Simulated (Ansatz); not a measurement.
# BrClGaH: up Jacob's ladder to CCSD(T)

How much do the methods differ for BrClGaH? The plan is to run it at one geometry with functionals of several rungs and with coupled cluster. The yardstick is the atomisation energy at the CCSD(T) limit.

The runs use Ansatz 0.2.0, Gaussian basis; functionals in def2-TZVPP, the program's frozen cores in correlated methods.

The runs, in order: LDA (SPW92), PBE-D4, revPBE-D4, BLYP-D4, r2SCAN-D4, B97M-V, PBE0-D4, B3LYP-D4, r2SCANh-D4, r2SCAN0-D4, HSE06-D4, BHLYP-D4, CAM-B3LYP-D4, LC-ωPBE, ωB97X-V, ωB97M-V, B2PLYP, PBE-QIDH; CCSD(T)/def2-SVP; CCSD(T)/def2-TZVPP; MP2/def2-QZVPP; extrapolation to the limit; RPA on PBE.

## Step 1: Structure used throughout

All runs share one geometry, relaxed beforehand with PBE0-D4 in a triple-zeta def2 set.

SMILES `[Cl][GaH][Br]`, 4 atoms, charge 0, spin multiplicity 1.

Atoms are counted from 1 here; the program's logs count them from 0.

Bond lengths: Cl1–Ga2 2.130 Å, Ga2–Br3 2.272 Å, Ga2–H4 1.547 Å. Angles: Cl1–Ga2–Br3 115.6°, Cl1–Ga2–H4 121.7°, Br3–Ga2–H4 122.7°.

## Step 2: LDA

This LDA is Slater exchange with PW92 correlation.

Contents of in.yaml:

```yaml
crystal:
  periodic: [false, false, false]
  atoms:
    - {symbol: Cl, position_ang: [-1.970499, -0.096140, -0.528417]}
    - {symbol: Ga, position_ang: [0.088808, 0.166330, -0.052374]}
    - {symbol: Br, position_ang: [1.109159, -1.623611, 0.905267]}
    - {symbol: H, position_ang: [0.828132, 1.493022, -0.344776]}
basis:
  gaussian: {orbitals: def2-TZVPP}
hamiltonian: {xc: lda}
output: {orbitals: {seedname: orbitals}}
```

After this run come: PBE-D4 (GGA); revPBE-D4 (GGA); BLYP-D4 (GGA); r2SCAN-D4 (meta-GGA); B97M-V (meta-GGA); PBE0-D4 (hybrid); B3LYP-D4 (hybrid); r2SCANh-D4 (hybrid); r2SCAN0-D4 (hybrid); HSE06-D4 (hybrid); BHLYP-D4 (hybrid); CAM-B3LYP-D4 (range-separated); LC-ωPBE-D4 (range-separated); ωB97X-V (range-separated); ωB97M-V (range-separated); B2PLYP (double hybrid); PBE-QIDH (double hybrid); CCSD(T) in def2-SVP; CCSD(T) in def2-TZVPP; MP2 in def2-QZVPP; RPA on PBE orbitals.

**Question.** What will the summary of the whole plan be? Wanted: atomisation energy, CCSD(T)/CBS; farthest beyond LDA; mean size of error, GGA; mean size of error, meta-GGA; mean size of error, hybrid; mean size of error, range-separated; mean size of error, double hybrid; gap, smallest and largest; T1 diagnostic.

The runs gave:

```
                               quantity                                                         value
        atomisation energy, CCSD(T)/CBS                                                  993.3 kJ/mol
  functionals within 9.9 kJ/mol (1.0 %)  r2SCAN-D4, B97M-V, r2SCANh-D4, r2SCAN0-D4, ωB97X-V, PBE-QIDH
                    farthest beyond LDA                                        BLYP-D4 (-58.3 kJ/mol)
                mean size of error, GGA                                                   38.3 kJ/mol
           mean size of error, meta-GGA                                                    4.8 kJ/mol
             mean size of error, hybrid                                                   22.0 kJ/mol
    mean size of error, range-separated                                                   21.1 kJ/mol
      mean size of error, double hybrid                                                   18.9 kJ/mol
              gap, smallest and largest                     4.64 eV (LDA (SPW92)), 11.61 eV (LC-ωPBE)
                          T1 diagnostic                                                        0.0102
triples share of the correlation energy                                                         3.8 %
```

What this shows: LDA overbinds by 124.5 kJ/mol (13 %). PBE-D4 misses by -13.1 kJ/mol. Double hybrids carry the basis error of their MP2 part in triple zeta, and no dispersion term here, so their miss is partly the set-up's. By mean error the best rung here is meta-GGA (4.8 kJ/mol) and the worst beyond LDA is GGA (38.3 kJ/mol). The reference freezes the cores and leaves out relativity and excitations past (T), and its outer-core shells are covered unevenly, so misses under about 9.9 kJ/mol can't be ranked. All levels share the lack of spin-orbit coupling, which lowers the free heavy atoms and so the true binding. Hartree-Fock recovers 75 % of the binding; the rest is correlation. CCSD(T) in def2-SVP is off by -71.5 kJ/mol, more than most functionals: a good method in a small basis is no reference. The gap grows from 4.6 to 11.6 eV across the functionals, mostly with the share of exact exchange. Correlated methods include outer-core shells of Br, Ga, which these sets cover unevenly.
